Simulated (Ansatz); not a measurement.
**CH6BNO2Si: one species, many methods**

How much do the methods differ for CH6BNO2Si? The plan is to run it at one geometry with functionals of several rungs and with coupled cluster. The yardstick is the atomisation energy at the CCSD(T) limit.

The runs use Ansatz 0.2.0, Gaussian basis; functionals in def2-TZVPP, the program's frozen cores in correlated methods.

Plan: LDA (SPW92), PBE-D4, revPBE-D4, BLYP-D4, r2SCAN-D4, B97M-V, PBE0-D4, B3LYP-D4, r2SCANh-D4, r2SCAN0-D4, HSE06-D4, BHLYP-D4, CAM-B3LYP-D4, LC-ωPBE, ωB97X-V, ωB97M-V, B2PLYP, PBE-QIDH; CCSD(T)/def2-SVP; CCSD(T)/def2-TZVPP; MP2/def2-QZVPP; extrapolation to the limit; RPA on PBE.

## 1. The relaxed structure

The geometry comes from an earlier relaxation with PBE0-D4 in a triple-zeta def2 set; it is a stationary point, not always the lowest conformer.

12 atoms, charge 0, spin multiplicity 1.

Atoms are counted from 1 here; the program's logs count them from 0.

Bond lengths: B1–Si2 2.025 Å, B1–N5 1.615 Å, B1–H7 1.207 Å, B1–H8 1.207 Å, Si2–O3 1.649 Å, Si2–C4 1.951 Å, Si2–H9 1.496 Å, O3–H10 0.958 Å, C4–N5 1.292 Å, C4–O6 1.319 Å, N5–H11 1.018 Å, O6–H12 0.969 Å. Angles: Si2–B1–N5 82.6°, Si2–B1–H7 118.1°, Si2–B1–H8 114.8°, N5–B1–H7 111.3°, N5–B1–H8 110.0°, H7–B1–H8 115.1°, B1–Si2–O3 124.5°, B1–Si2–C4 73.4°, B1–Si2–H9 123.2°, O3–Si2–C4 114.7°, O3–Si2–H9 108.2°, C4–Si2–H9 104.4°, Si2–O3–H10 117.3°, Si2–C4–N5 94.4°, Si2–C4–O6 139.8°, N5–C4–O6 125.7°, B1–N5–C4 109.1°, B1–N5–H11 127.8° and more.

## 2. LDA

This LDA is Slater exchange with PW92 correlation.

Input file in.yaml:

```yaml
crystal:
  periodic: [false, false, false]
  atoms:
    - {symbol: B, position_ang: [-0.166323, -1.280775, -0.871647]}
    - {symbol: Si, position_ang: [0.700837, -0.544789, 0.803790]}
    - {symbol: O, position_ang: [2.297801, -0.157129, 0.935240]}
    - {symbol: C, position_ang: [-0.426315, 0.877185, 0.086981]}
    - {symbol: N, position_ang: [-0.920768, 0.146929, -0.856732]}
    - {symbol: O, position_ang: [-0.744673, 2.133303, 0.334833]}
    - {symbol: H, position_ang: [-0.948858, -2.191463, -0.753543]}
    - {symbol: H, position_ang: [0.563116, -1.352986, -1.830157]}
    - {symbol: H, position_ang: [0.163955, -0.787738, 2.179331]}
    - {symbol: H, position_ang: [2.605142, 0.154241, 1.787453]}
    - {symbol: H, position_ang: [-1.660814, 0.468783, -1.477815]}
    - {symbol: H, position_ang: [-1.386101, 2.479341, -0.303836]}
basis:
  gaussian: {orbitals: def2-TZVPP}
hamiltonian: {xc: lda}
output: {orbitals: {seedname: orbitals}}
```

Further steps of the session: PBE-D4 (GGA); revPBE-D4 (GGA); BLYP-D4 (GGA); r2SCAN-D4 (meta-GGA); B97M-V (meta-GGA); PBE0-D4 (hybrid); B3LYP-D4 (hybrid); r2SCANh-D4 (hybrid); r2SCAN0-D4 (hybrid); HSE06-D4 (hybrid); BHLYP-D4 (hybrid); CAM-B3LYP-D4 (range-separated); LC-ωPBE (range-separated); ωB97X-V (range-separated); ωB97M-V (range-separated); B2PLYP (double hybrid); PBE-QIDH (double hybrid); CCSD(T) in def2-SVP; CCSD(T) in def2-TZVPP; MP2 in def2-QZVPP; RPA on PBE orbitals.

**Question.** What will the summary of the whole plan be? Wanted: atomisation energy, CCSD(T)/CBS; farthest beyond LDA; mean size of error, GGA; mean size of error, meta-GGA; mean size of error, hybrid; mean size of error, range-separated; mean size of error, double hybrid; gap, smallest and largest; T1 diagnostic.

**Answer**, as computed:

| quantity | value |
| --- | --- |
| atomisation energy, CCSD(T)/CBS | 4532.8 kJ/mol |
| functionals within 22.7 kJ/mol (0.5 %) | revPBE-D4, B97M-V, PBE0-D4, B3LYP-D4, r2SCANh-D4, HSE06-D4, LC-ωPBE |
| farthest beyond LDA | BHLYP-D4 (-169.8 kJ/mol) |
| mean size of error, GGA | 59.0 kJ/mol |
| mean size of error, meta-GGA | 20.5 kJ/mol |
| mean size of error, hybrid | 51.9 kJ/mol |
| mean size of error, range-separated | 24.9 kJ/mol |
| mean size of error, double hybrid | 39.2 kJ/mol |
| gap, smallest and largest | 3.61 eV (LDA (SPW92)), 10.95 eV (LC-ωPBE) |
| T1 diagnostic | 0.0145 |
| triples share of the correlation energy | 4.1 % |

LDA overbinds by 772.6 kJ/mol (17 %). PBE-D4 is off by +141.4 kJ/mol. Double hybrids carry the basis error of their MP2 part in triple zeta, and no dispersion term here, so their miss is partly the set-up's. Taken by rung, meta-GGA functionals do best (20.5 kJ/mol on average) and GGA ones worst beyond LDA (59.0 kJ/mol). The gap between the best rungs is small, so their order is not settled. The reference freezes the cores and leaves out relativity and excitations past (T), so misses under about 22.7 kJ/mol can't be ranked. Hartree-Fock recovers 69 % of the binding; the rest is correlation. CCSD(T) in def2-SVP is off by -302.5 kJ/mol, more than most functionals: a good method in a small basis is no reference. Orbital gaps span 3.6 to 11.0 eV; exact exchange widens them.
